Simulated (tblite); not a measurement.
# C5H11ClOSi: the cost of one run

The runs use tblite 0.8.0 and PySCF 2.14.0, with density-fitted response routines of our own; the level of theory stands in each step. All values are computed, except where a source is named. Atoms are numbered from 0 throughout.

## (1) The starting structure

19 atoms, charge 0, multiplicity 1; geometry from: force field or distance geometry start.

Bonds of the start (Å): Cl0–C1 1.80, C1–C2 1.52, C2–O3 1.38, O3–Si4 1.68, Si4–C5 1.88, C5–C6 1.52, C6–C7 1.54, C7–Si4 1.85, C1–H8 1.14, C1–H9 1.10, C2–H10 1.13, C2–H11 1.11, Si4–H12 1.46, C5–H13 1.12, C5–H14 1.11, C6–H15 1.12, C6–H16 1.08, C7–H17 1.10, C7–H18 1.11.

## (2) Relaxing the molecule with GFN2-xTB

The job: settings as JSON, then the geometry in Å.

```
{"job": {"kind": "relax", "xc": "GFN2-xTB", "basis": "xTB"}, "charge": 0, "multiplicity": 1}
Cl    -3.976200     0.318100     0.774800
C     -3.070800    -0.593100    -0.481600
C     -1.668300    -0.009900    -0.457300
O     -1.056400    -0.122100     0.774000
Si     0.471200     0.572200     0.637000
C      1.183600     0.137400    -1.043200
C      2.549900     0.309900    -0.402800
C      1.974600    -0.491000     0.777600
H     -3.050100    -1.698900    -0.213700
H     -3.510100    -0.428900    -1.473600
H     -1.752600     1.105200    -0.637100
H     -1.054500    -0.386200    -1.300300
H      0.612500     1.964400     1.067700
H      0.919400    -0.928300    -1.259000
H      0.925100     0.881000    -1.823600
H      2.678100     1.389900    -0.116900
H      3.384300    -0.146000    -0.925100
H      2.607200    -0.318600     1.660600
H      1.823300    -1.546000     0.480300
```

Command:

```bash
> OMP_NUM_THREADS=1 python probes_run.py task.json out
```

One launch serves the whole session: the jobs run in the order shown.

Q: Estimate the wall time of this first job on 1 thread of Intel Xeon Platinum 8259CL at 2.50GHz, shared host.

About 3.1 s.
